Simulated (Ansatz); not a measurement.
Working through relaxations under a series of pressures of Sn, space group Im-3m

Program: the Python package of Ansatz (0.2.0).

Notebook, run cell by cell (the value of a cell's last expression is shown):

In [1]:
```python
import ansatz as az
import numpy as np
import pandas as pd
```

In [2]:
```python
XC = 'lda'
OCCUPATIONS = 'cold'
SIGMA = 0.1
```

In [3]:
```python
def edges_and_angles(cell):
    cell = np.asarray(cell)
    a, b, c = np.linalg.norm(cell, axis=1)
    cosines = cell[1] @ cell[2] / (b * c), cell[0] @ cell[2] / (a * c), cell[0] @ cell[1] / (a * b)
    return (a, b, c, *np.degrees(np.arccos(cosines)))
```

In [4]:
```python
xtal = (
    az.Lattice.of((-1.894652, 1.894652, 1.894652), (1.894652, -1.894652, 1.894652), (1.894652, 1.894652, -1.894652))
    .atom('Sn', (0.0, 0.0, 0.0))
)
```

In [5]:
```python
[site.symbol for site in xtal.resolved().sites]
```
Out [5]:
```text
['Sn']
```

In [6]:
```python
calculation = xtal.calculation().functional(XC).kpoints(12, center='gamma').occupations(OCCUPATIONS, width=SIGMA)
```

In [7]:
```python
rows = []
for pressure in [0, 5, 10, 20]:
    done = calculation.relax(cell=True, pressure=pressure, force_tolerance=0.01).run(threads=1)
    cell = done.lattice.cell_ang
    n_atoms = len(done.lattice.sites)
    volume = abs(np.linalg.det(cell)) / n_atoms
    enthalpy = done.report['free_energy_ev'] / n_atoms + pressure * volume / 160.21766
    rows.append((pressure, volume, enthalpy, *edges_and_angles(cell)))
    print(f'{pressure} GPa done: {volume:.4f} A^3/atom')
```
```text
DeckWarning: basis.ecutwfc = 420 eV, auto-derived from the records' recommended cutoffs: set by Sn (normal level)
0 GPa done: 25.3317 A^3/atom
5 GPa done: 23.6025 A^3/atom
10 GPa done: 22.4172 A^3/atom
20 GPa done: 20.7348 A^3/atom
```

In [8]:
```python
table = pd.DataFrame(rows, columns=['P_GPa', 'V_A3_atom', 'H_eV_atom', 'a', 'b', 'c', 'alpha', 'beta', 'gamma'])
print(table.round(4).to_string(index=False))
p, v = np.array([row[0] for row in rows], float), np.array([row[1] for row in rows])
print('mean bulk modulus between rows (GPa):', np.round(-np.diff(p) / np.diff(np.log(v)), 1))
```
```text
 P_GPa  V_A3_atom  H_eV_atom      a      b      c    alpha     beta    gamma
     0    25.3317 -5879.4917 3.2045 3.2045 3.2045 109.4712 109.4712 109.4712
     5    23.6025 -5878.7299 3.1299 3.1299 3.1299 109.4712 109.4712 109.4712
    10    22.4172 -5878.0128 3.0766 3.0766 3.0766 109.4712 109.4712 109.4712
    20    20.7348 -5876.6698 2.9976 2.9976 2.9976 109.4712 109.4712 109.4712
mean bulk modulus between rows (GPa): [ 70.7  97.  128.2]
```

The volume falls from 25.33 Å³ an atom at 0 GPa to 20.73 at 20 GPa, by 18.1 %. Between 0 and 5 GPa, -V dP/dV is about 71 GPa, a mean over that step.

Caveats:
- Absolute energies stand on the zero of these potentials, so only differences at equal settings mean something.
- At a fixed pressure a relaxation lowers the enthalpy F + PV, while F alone can rise.
- Edges and angles are those of the cell as typed, here a primitive one, not of the conventional cell.
- This isn't the structure that Sn takes at ambient conditions.
- Warnings are shown shortened and without file and line.
- Symmetry holds the cell in this phase, whether or not it is the stable one at each pressure.
- Wall time of the script: 27 s on 1 thread of Arm Neoverse V1 (shared host), peak memory 0.42 GiB.
